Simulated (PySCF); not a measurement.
# Co₂H₄: relaxation and vibrations of the septet

Aim: relax Co₂H₄ as a septet from a ethylene-like start, check by its vibrations whether the end is a minimum, and collect its spectrum and constants.

Method: PBE0, basis Co def2-TZVP, H def2-TZVP, no relativity, density fitting; program: PySCF 2.14.0.

## 1. Starting geometry

6 atoms, charge 0, spin multiplicity 7.

Bond lengths: Co1–Co2 2.220 Å, Co1–H3 1.430 Å, Co1–H4 1.430 Å, Co2–H5 1.430 Å, Co2–H6 1.430 Å. Angles: Co2–Co1–H3 120.0°, Co2–Co1–H4 120.0°, H3–Co1–H4 118.6°, Co1–Co2–H5 120.0°, Co1–Co2–H6 120.0°, H5–Co2–H6 118.6°.

Z-matrix (Å, degrees; charge 0 multiplicity 7):
```
Co
Co 1 2.2200
H  1 1.4304 2 119.99
H  1 1.4304 2 119.99 3 166.09
H  2 1.4304 1 119.99 3 13.91
H  2 1.4304 1 119.99 3 180.00
```

## 2. First SCF at the start

One driver script runs all steps and calls PySCF; scf.py shows how it sets up the SCF of each step. The optimiser is the driver's own. After this first run the driver tries any further starts and a stability analysis.

scf.py reads:

```python
from pyscf import gto, scf, dft
mol = gto.M(atom='''
Co     1.110000     0.000000     0.000000
Co    -1.110000     0.000000     0.000000
H      1.825000     1.229800     0.150000
H      1.825000    -1.229800     0.150000
H     -1.825000     1.229800    -0.150000
H     -1.825000    -1.229800    -0.150000''',
    basis={'Co': 'def2-TZVP', 'H': 'def2-TZVP'},
    charge=0, spin=6)
mf = dft.UKS(mol, xc='PBE0')
mf.grids.atom_grid = (50, 194)
aux = {'Co': 'def2-universal-JKFIT', 'H': 'def2-universal-JKFIT'}
mf = mf.density_fit(auxbasis=aux)
mf.conv_tol = 1e-08
mf.diis_space = 10
mf.max_cycle = 60
mf.init_guess = 'minao'
mf.verbose = 4
mf.kernel()
```

Command:

```
> OMP_NUM_THREADS=4 python axn.py task.json out
```

After this run come: Ethylene-like start, septet: relaxation; Frequencies; Following the imaginary mode; Is it a minimum? Harmonic modes.

Q: Predict the outcome of this session. Wanted: minimum; geometry; wavenumbers; dipole moment; highest occupied, lowest empty level; polar-tensor charge of Co1; zero-point energy; atomisation energy; ⟨S²⟩.

**Answer**, as computed:

| quantity | value |
| --- | --- |
| minimum | septet, C2h |
| geometry | Co–Co 2.543 Å, Co–H 1.569 Å (×2), Co–H 1.750 Å, Co–H 1.756 Å; Co–Co–H 43.5° (×2), Co–Co–H 160.4° (×2), H–Co–H 87.0°, H–Co–H 117.0°, H–Co–H 156.0° |
| wavenumbers (cm⁻¹) | 237 (bg), 241 (ag), 249 (au), 357 (ag), 401 (bu), 634 (au), 1195 (bu), 1207 (ag), 1268 (bu), 1401 (ag), 1816 (bu), 1828 (ag) |
| dipole moment | 0.00 D |
| highest occupied, lowest empty level (either spin) | -7.12, -3.32 eV |
| polar-tensor charge of Co1 | +0.76 e |
| zero-point energy | 64.8 kJ/mol |
| entropy at 298.15 K | 310.6 J/(mol K) |
| atomisation energy (no zero-point energy) | 1141 kJ/mol |
| ⟨S²⟩ | 12.028 |

What this shows: From C2h at the start the molecule goes to a C2h minimum, after a stop at a higher-order saddle point 217.4 kJ/mol higher, from which it was pushed off along an imaginary mode. In the infrared the band at 1816 cm⁻¹ (bu) leads. The dipole vanishes although Co1 carries +0.8 e by the polar tensor: the bond dipoles cancel. The first SCF alone would have been 31 kJ/mol too high. Only this shape and spin were tried, so other structures or states may lie lower. One determinant may miss the lowest occupation of an open d or f shell.
